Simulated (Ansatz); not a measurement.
# C4H10N2Si: the cost of one run

The runs use Ansatz 0.2.0, Gaussian basis; the settings change from run to run.

## Step 1: The geometry

The geometry comes from an earlier relaxation with PBE0-D4 in a triple-zeta def2 set; it is a stationary point, not always the lowest conformer.

SMILES `C=C[Si](N)(N)C=C`, 17 atoms, charge 0, spin multiplicity 1.

Atoms are counted from 1 here; the program's logs count them from 0.

Bond lengths: C1–C2 1.331 Å, C1–H8 1.087 Å, C1–H9 1.087 Å, C2–Si3 1.866 Å, C2–H10 1.090 Å, Si3–N4 1.719 Å, Si3–N5 1.719 Å, Si3–C6 1.866 Å, N4–H11 1.008 Å, N4–H12 1.007 Å, N5–H13 1.007 Å, N5–H14 1.008 Å, C6–C7 1.331 Å, C6–H15 1.091 Å, C7–H16 1.087 Å, C7–H17 1.087 Å. Angles: C2–C1–H8 121.3°, C2–C1–H9 122.4°, H8–C1–H9 116.3°, C1–C2–Si3 124.1°, C1–C2–H10 117.4°, Si3–C2–H10 118.5°, C2–Si3–N4 106.2°, C2–Si3–N5 116.4°, C2–Si3–C6 108.2°, N4–Si3–N5 105.0°, N4–Si3–C6 116.5°, N5–Si3–C6 104.9°, Si3–N4–H11 118.1°, Si3–N4–H12 120.1°, H11–N4–H12 111.0°, Si3–N5–H13 119.3°, Si3–N5–H14 119.7°, H13–N5–H14 111.1° and more.

## Step 2: wB97X-V/def2-mTZVP

Contents of in.yaml:

```yaml
crystal:
  periodic: [false, false, false]
  atoms:
    - {symbol: C, position_ang: [1.124542, -1.639266, 1.537715]}
    - {symbol: C, position_ang: [0.988324, -0.434902, 0.987930]}
    - {symbol: Si, position_ang: [-0.023771, -0.093039, -0.542512]}
    - {symbol: N, position_ang: [-1.009249, -1.480554, -0.785232]}
    - {symbol: N, position_ang: [0.850225, 0.095565, -2.010784]}
    - {symbol: C, position_ang: [-0.915116, 1.528650, -0.301114]}
    - {symbol: C, position_ang: [-1.018281, 2.161652, 0.865101]}
    - {symbol: H, position_ang: [0.619771, -2.508659, 1.125191]}
    - {symbol: H, position_ang: [1.748078, -1.814422, 2.410879]}
    - {symbol: H, position_ang: [1.537188, 0.389652, 1.443515]}
    - {symbol: H, position_ang: [-1.484372, -1.575829, -1.668708]}
    - {symbol: H, position_ang: [-1.573078, -1.837807, -0.030920]}
    - {symbol: H, position_ang: [1.205265, 1.004418, -2.259406]}
    - {symbol: H, position_ang: [1.474666, -0.633494, -2.317543]}
    - {symbol: H, position_ang: [-1.416780, 1.974532, -1.161177]}
    - {symbol: H, position_ang: [-0.552905, 1.773995, 1.767636]}
    - {symbol: H, position_ang: [-1.573607, 3.089108, 0.979630]}
basis:
  gaussian: {orbitals: def2-mTZVP}
hamiltonian: {xc: {name: wB97X-V}}
output: {forces: true}
```

The run is started by

```
> ansatz run in.yaml --threads 8 --pin off --events-out ev --progress --plain --max-ram 20889MiB
```

What time and memory should one allow on 8 threads of Intel Xeon at 2.50GHz, shared host?

About 28 s, with a peak of 0.66 GiB.
